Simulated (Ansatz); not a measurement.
# GaCF+ (doublet): wave-function methods side by side, cc-pVTZ

An exercise on one series of results from a longer session: the logs are not shown, and one member is left open.

Computed with Ansatz 0.2.0, Gaussian basis. Level: cc-pVTZ, core rule «outside noble gas», up to 16 orbitals frozen.

Plan: UHF; CCSD(T) on ROHF; CCSD(T) on UHF; BCCD(T) on ROHF; CCSDT(Q) on ROHF; CCSDT(Q) on UHF.

7 further runs of the same task are left out: 3 for a known fault of the program, 4 set aside as unsound or not needed. Runs told in other sessions of the task aren't counted.

**The system**

The geometry is a PBE0/def2-TZVP stationary point (not a proven minimum) of the parent state, kept for this charge and spin. No spin-orbit coupling is included. The filled d shell of Ga may be among the frozen orbitals whatever the setting's name suggests.

3 atoms, charge 1, spin multiplicity 2.

Atoms are counted from 1 here; the program's logs count them from 0.

Bond lengths: C1–Ga2 1.921 Å, Ga2–F3 1.736 Å. Angles: C1–Ga2–F3 180.0°.

The first run:

Input file in.yaml:

```yaml
crystal:
  periodic: [false, false, false]
  atoms:
    - {symbol: C, position_ang: [0.000000, 0.000000, 1.859600]}
    - {symbol: Ga, position_ang: [0.000000, 0.000000, -0.061600]}
    - {symbol: F, position_ang: [0.000000, 0.000000, -1.798000]}
basis:
  gaussian: {orbitals: cc-pVTZ}
total_charge: 1
magnetization: {spin_polarized: true, initial_magnetization: 1}
hamiltonian: {xc: hf}
output: {orbitals: {seedname: orbitals}}
```

Command:

```console
> ansatz run in.yaml --threads 1 --pin off --events-out ev --progress --plain --max-ram 4096MiB --backend cpu
```

Among the steps run: UHF; CCSD(T) on ROHF; CCSD(T) on UHF; BCCD(T) on ROHF; CCSDT(Q) on ROHF; CCSDT(Q) on UHF.

One table of the session follows, with a row left open; its other results are not shown here.

```
   method  from UCCSDT(Q) (kcal/mol)
     ROHF                    +273.73
      UHF                          ?
     RMP2                     +24.67
     UMP2                     +25.99
    RCCSD                     +11.12
    UCCSD                     +11.48
 RCCSD(T)                      +1.42
 UCCSD(T)                      +1.84
  BCCD(T)                      +1.30
   RCCSDT                      +0.64
   UCCSDT                      +0.75
RCCSDT(Q)                      +0.24
UCCSDT(Q)                          0
```

**Question.** Estimate the row for UHF.

**Answer.** from UCCSDT(Q) (kcal/mol): +262.72. In the column «from UCCSDT(Q) (kcal/mol)» it lies between UMP2 (+25.99) and ROHF (+273.73).

The program flags UCCSD(T) as in doubt (see the logs), so read those rows with care; the flags are large difference.

Caveats from the session: The determinant of HF (⟨S²⟩ 1.42) is far from a pure spin state, so its energy mixes those of several spin states; that is harmless only where they are near-degenerate. The determinant of CCSD(T) (⟨S²⟩ 1.42) is far from a pure spin state, so its energy mixes those of several spin states; high orders of coupled cluster remove much of that, low ones don't. The determinant of CCSDT(Q) (⟨S²⟩ 1.42) is far from a pure spin state, so its energy mixes those of several spin states; high orders of coupled cluster remove much of that, low ones don't. The program flags UCCSD(T) as in doubt, so read those rows with care; the flags are large difference. Restricted and unrestricted rows rest on different reference determinants; a gap between their highest levels can come from leftover correlation error, from unlike frozen cores or from another state.
